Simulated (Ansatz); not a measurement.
# FGeH5OSi: the cost of one run

The runs use Ansatz 0.2.0, Gaussian basis; the settings change from run to run.

### Step 1. The relaxed structure

The structure was relaxed beforehand with PBE0-D4 in a triple-zeta def2 set.

SMILES `[OH][GeH]([F])[SiH3]`, 9 atoms, charge 0, spin multiplicity 1.

Atoms are counted from 1 here; the program's logs count them from 0.

Bond lengths: O1–Ge2 1.770 Å, O1–H5 0.960 Å, Ge2–F3 1.749 Å, Ge2–Si4 2.381 Å, Ge2–H6 1.543 Å, Si4–H7 1.484 Å, Si4–H8 1.485 Å, Si4–H9 1.483 Å. Angles: Ge2–O1–H5 113.4°, O1–Ge2–F3 106.7°, O1–Ge2–Si4 106.9°, O1–Ge2–H6 110.3°, F3–Ge2–Si4 108.2°, F3–Ge2–H6 103.8°, Si4–Ge2–H6 120.2°, Ge2–Si4–H7 108.6°, Ge2–Si4–H8 108.8°, Ge2–Si4–H9 108.8°, H7–Si4–H8 109.7°, H7–Si4–H9 110.4°, H8–Si4–H9 110.5°.

### Step 2. revPBE/aug-pcseg-2

This run has atoms shaken by 0.03 Å, finite nuclei, D3(BJ) dispersion, the search for lower states set to light.

Contents of in.yaml:

```yaml
crystal:
  periodic: [false, false, false]
  atoms:
    - {symbol: O, position_ang: [-0.836545, 0.429004, 1.817737]}
    - {symbol: Ge, position_ang: [-0.773005, 0.434420, 0.001773]}
    - {symbol: F, position_ang: [-0.470248, 2.080400, -0.443832]}
    - {symbol: Si, position_ang: [1.152131, -0.871020, -0.609973]}
    - {symbol: H, position_ang: [-1.607490, 0.878308, 2.089254]}
    - {symbol: H, position_ang: [-2.156000, 0.139149, -0.603416]}
    - {symbol: H, position_ang: [1.280117, -0.690329, -2.177737]}
    - {symbol: H, position_ang: [0.967235, -2.206681, -0.263890]}
    - {symbol: H, position_ang: [2.364423, -0.235321, 0.040291]}
basis:
  gaussian: {orbitals: aug-pcseg-2, nuclear_model: gaussian}
hamiltonian: {xc: {name: revPBE}, dispersion: d3bj}
scf: {lower_state_search: light}
output: {forces: true}
```

The run is started by

```
ansatz run in.yaml --threads 4 --pin off --events-out ev --progress --plain --max-ram 10444MiB
```

What time and memory should one allow on 4 threads of Arm Neoverse V1, shared host?

About 5.5 s, with a peak of 0.52 GiB.
